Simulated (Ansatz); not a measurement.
# AgI (SMILES [Ag][I]), step by step

Aim: a series of 24 runs (HF/STO-3G, UHF/STO-3G, HF/3-21G, UHF/3-21G, PBE/def2-SVP, UPBE/def2-SVP, wB97X-V/def2-TZVP, r2SCAN/def2-TZVP, and more) of AgI. 

The calculation is run with Ansatz 0.2.0.

### Step 1. Starting point

AgI has 2 atoms, charge 0, and is taken as a singlet. SMILES: `[Ag][I]`. The bond length is the measured one. The run starts from this shape.

Bond lengths: Ag1–I2 2.545 Å.

### Step 2. A structure relaxation at HF/STO-3G (run 1)

input.yaml

```yaml
crystal:
  periodic: [false, false, false]
  atoms:
    - {symbol: Ag, position_ang: [0.000000, 0.000000, 0.000000]}
    - {symbol: I, position_ang: [0.000000, 0.000000, 2.544621]}
basis:
  gaussian:
    orbitals: STO-3G
output:
  orbitals: {seedname: orbitals}
relax:
  f_tol: 0.002
hamiltonian:
  xc: hf
```

On the command line:

```sh
$ ansatz run input.yaml --threads 1 --pin off --max-ram 3480MiB --events-out events.jsonl --progress --plain --runs-dir runs
```

Log:

```text
Warning: RAYON_NUM_THREADS=1 ignored (pool sized by the plan → 1); use --threads N
The last accepted step is kept in runs//last_step.txt (removed where the run ends without a failure and the disk answers)
[... 51 lines left out ...]
Total energy: -326462.47641680 eV, -11997.2747241033 hartree
[... 2 lines left out ...]
Dipole moment:     0.000000    -0.000000    -0.906632 e Å
```

Run time: 9.6 s. Hardware: 1 thread of Arm Neoverse V2, shared host; peak memory 0.14 GiB.

The path in brief:

```tsv
step	energy from the first frame kept (eV)	largest force (eV/Å)
1	0.0000	1.5139
2	0.0165	2.1911
3	-0.0926	0.1009
4	-0.0929	0.0166
5	-0.0929	0.0027
6	-0.0929	0.0000
```

After the run. Bond lengths: Ag1–I2 2.430 Å.

### Step 3. The harmonic vibrations at HF/STO-3G (run 2)

input.yaml

```yaml
crystal:
  periodic: [false, false, false]
  atoms:
    - {symbol: Ag, position_ang: [0.000000, -0.000000, 0.057089]}
    - {symbol: I, position_ang: [-0.000000, 0.000000, 2.487532]}
basis:
  gaussian: {orbitals: STO-3G}
hamiltonian: {xc: hf}
phonons: {temperatures: {t_min: 298.15, t_max: 298.15, t_step: 1}}
```

On the command line:

```sh
$ ansatz run input.yaml --threads 1 --pin off --max-ram 3480MiB --events-out events.jsonl --progress --plain --runs-dir runs
```

Log:

```text
Warning: RAYON_NUM_THREADS=1 ignored (pool sized by the plan → 1); use --threads N
[... 77 lines left out ...]
Total energy: -326462.47641635 eV, -11997.2747240865 hartree
[... 2 lines left out ...]
Dipole moment:    -0.000000    -0.000000    -0.906631 e Å
Vibrations: 276.98 cm⁻¹, zero-point energy 0.017170 eV
```

It took 15 s on 1 thread of Arm Neoverse V2, shared host; peak memory 0.14 GiB.

Runs 3 to 7 aren't shown in full; the table further down has their settings and results.

### Step 4. The doublet cation: a geometry optimisation at UHF/3-21G (run 8)

job.yaml

```yaml
basis:
  gaussian: {orbitals: 3-21G.json}
crystal:
  periodic: [false, false, false]
  atoms:
    - symbol: Ag
      position_ang: [0.000000, -0.000000, -0.112772]
    - symbol: I
      position_ang: [-0.000000, 0.000000, 2.657393]
total_charge: 1
magnetization: {spin_polarized: true, initial_magnetization: 1}
hamiltonian: {xc: hf}
relax: {}
```

The basis set 3-21G is read from a file made from the Basis Set Exchange's data (not shown).

On the command line:

```sh
$ ansatz run job.yaml --threads 1 --pin off --max-ram 3480MiB --events-out events.jsonl --progress --plain --runs-dir runs
```

Log, shortened:

```text
Warning: RAYON_NUM_THREADS=1 ignored (pool sized by the plan → 1); use --threads N
[... 1 set-up line as earlier in the session ...]
[... 46 lines left out ...]
Total energy: -328209.05050439 eV, -12061.4601379518 hartree
[... 2 lines left out ...]
Dipole moment:     0.000000     0.000000    -1.238522 e Å
```

Wall time 29 s (1 thread of Arm Neoverse V2, shared host); peak memory 0.31 GiB.

Steps, from the record of the run:

```tsv
step	energy from the first frame kept (eV)	largest force (eV/Å)
1	0.0000	1.1993
2	-0.1365	0.4324
3	-0.1653	0.1654
4	-0.1714	0.0432
5	-0.1720	0.0023
```

After the run. Bond lengths: Ag1–I2 3.128 Å.

Runs 9 to 23 aren't shown in full; the table further down has their settings and results.

### Step 5. The harmonic vibrations at SVWN5/def2-TZVP (core potential) (run 24)

job.yaml

```yaml
crystal:
  periodic: [false, false, false]
  atoms:
    - {symbol: Ag, position_ang: [-0.000000, -0.000000, 0.023836]}
    - {symbol: I, position_ang: [0.000000, 0.000000, 2.520785]}
basis:
  gaussian:
    orbitals: def2-TZVP
hamiltonian:
  xc: {name: SVWN5}
phonons:
  temperatures: {t_min: 298.15, t_max: 298.15, t_step: 1}
```

On the command line:

```sh
$ ansatz run job.yaml --threads 1 --pin off --max-ram 3480MiB --events-out events.jsonl --progress --plain --runs-dir runs
```

Log:

```text
Warning: RAYON_NUM_THREADS=1 ignored (pool sized by the plan → 1); use --threads N
[... 4 lines left out ...]
720 factors; their error is unknown
[... 14 lines left out ...]
720 factors; their error is unknown
[... 10 lines left out ...]
720 factors; their error is unknown
[... 9 lines left out ...]
720 factors; their error is unknown
[... 4 lines left out ...]
720 factors; their error is unknown
[... 5 lines left out ...]
720 factors; their error is unknown
[... 4 lines left out ...]
720 factors; their error is unknown
[... 4 lines left out ...]
720 factors; their error is unknown
[... 4 lines left out ...]
720 factors; their error is unknown
[... 5 lines left out ...]
720 factors; their error is unknown
[... 6 lines left out ...]
Dipole moment:     0.000000    -0.000000    -0.787186 e Å
Vibrations: 217.32 cm⁻¹, zero-point energy 0.013472 eV
```

Run time: 10 s. Hardware: 1 thread of Arm Neoverse V2, shared host; peak memory 0.11 GiB.

### Step 6. The series

```tsv
run	level	task	walk f tol	partner	energy (Eh)	dipole moment (D)	wall time
1	HF/STO-3G	optimise	0.002	base	-11997.274724	4.35	9.6 s
2	HF/STO-3G	frequencies	–	base	-11997.274724	4.35	15 s
3	UHF/STO-3G	energy	–	cation	-11997.141488	–	7.5 s
4	UHF/STO-3G	optimise	–	cation	-11997.142224	–	40 s
5	HF/3-21G	optimise	0.002	base	-12061.724862	8.74	13 s
6	HF/3-21G	frequencies	–	base	-12061.724862	8.74	26 s
7	UHF/3-21G	energy	–	cation	-12061.453814	–	6.6 s
8	UHF/3-21G	optimise	–	cation	-12061.460138	–	29 s
9	PBE/def2-SVP (core potential)	optimise	0.002	base	-444.697350	4.10	5.4 s
10	PBE/def2-SVP (core potential)	frequencies	–	base	-444.697350	4.10	10 s
11	UPBE/def2-SVP (core potential)	energy	–	cation	-444.365760	–	5.1 s
12	UPBE/def2-SVP (core potential)	optimise	–	cation	-444.366436	–	18 s
13	wB97X-V/def2-TZVP (core potential)	optimise	0.002	base	-444.703189	5.65	36 s
14	wB97X-V/def2-TZVP (core potential)	frequencies	–	base	-444.703189	5.65	61 s
15	r2SCAN/def2-TZVP (core potential)	optimise	0.002	base	-444.909026	4.66	13 s
16	r2SCAN/def2-TZVP (core potential)	frequencies	–	base	-444.909026	4.66	26 s
17	B3LYP-D4/def2-TZVP (core potential)	optimise	0.002	base	-444.898257	4.69	12 s
18	B3LYP-D4/def2-TZVP (core potential)	frequencies	–	base	-444.898257	4.69	20 s
19	wB97M-V/def2-TZVPD (core potential)	optimise	0.002	base	-444.662752	5.59	56 s
20	wB97M-V/def2-TZVPD (core potential)	frequencies	–	base	-444.662752	5.59	85 s
21	PBE-D3(BJ)/def2-TZVP (core potential)	optimise	0.002	base	-444.746573	4.16	8.1 s
22	PBE-D3(BJ)/def2-TZVP (core potential)	frequencies	–	base	-444.746573	4.16	14 s
23	SVWN5/def2-TZVP (core potential)	optimise	0.002	base	-444.084948	3.78	5.4 s
24	SVWN5/def2-TZVP (core potential)	frequencies	–	base	-444.084948	3.78	10 s
```

### Step 7. Results

| quantity | value |
| --- | --- |
| run 24, SVWN5/def2-TZVP: total energy | -444.08495 Eh |
| run 24, SVWN5/def2-TZVP: dipole moment | 3.78 D |
| run 24, SVWN5/def2-TZVP: largest force on an atom | 0.002 eV/Å |
| run 24, SVWN5/def2-TZVP: harmonic wavenumber | 217 cm⁻¹ |
| run 24, SVWN5/def2-TZVP: zero-point energy | 1.3 kJ/mol |
| vertical ionisation energy (to the doublet cation), HF/STO-3G | 3.626 eV |
| vertical ionisation energy (to the doublet cation), HF/3-21G | 7.376 eV |
| vertical ionisation energy (to the doublet cation), PBE/def2-SVP | 9.023 eV |
| adiabatic ionisation energy (to the doublet cation, no zero-point term), HF/STO-3G | 3.606 eV |
| adiabatic ionisation energy (to the doublet cation, no zero-point term), HF/3-21G | 7.204 eV |
| adiabatic ionisation energy (to the doublet cation, no zero-point term), PBE/def2-SVP | 9.005 eV |

In words: At HF/STO-3G: removing an electron at fixed nuclei costs 3.63 eV (350 kJ/mol). In a minimal basis such a difference can be off by several eV, whatever the method. At HF/3-21G: removing an electron at fixed nuclei costs 7.38 eV (712 kJ/mol). At PBE/def2-SVP: removing an electron at fixed nuclei costs 9.02 eV (208 kcal/mol). At HF/STO-3G: the adiabatic ionisation energy (to the doublet cation, no zero-point term) is 3.61 eV (348 kJ/mol). At HF/3-21G: the adiabatic ionisation energy (to the doublet cation, no zero-point term) is 7.20 eV (695 kJ/mol). Totals of different functionals can't be ranked against each other. Some runs of one species differ in core potentials or relativity; totals across that change don't compare. In runs 1, 2, 3, 4 the basis is minimal, so the values are rough. In runs 1, 2, 3, 4, 5, 6, 7, 8 relativity is left out where basis or elements ask for it. All runs together took 8.9 min, the longest 85 s.
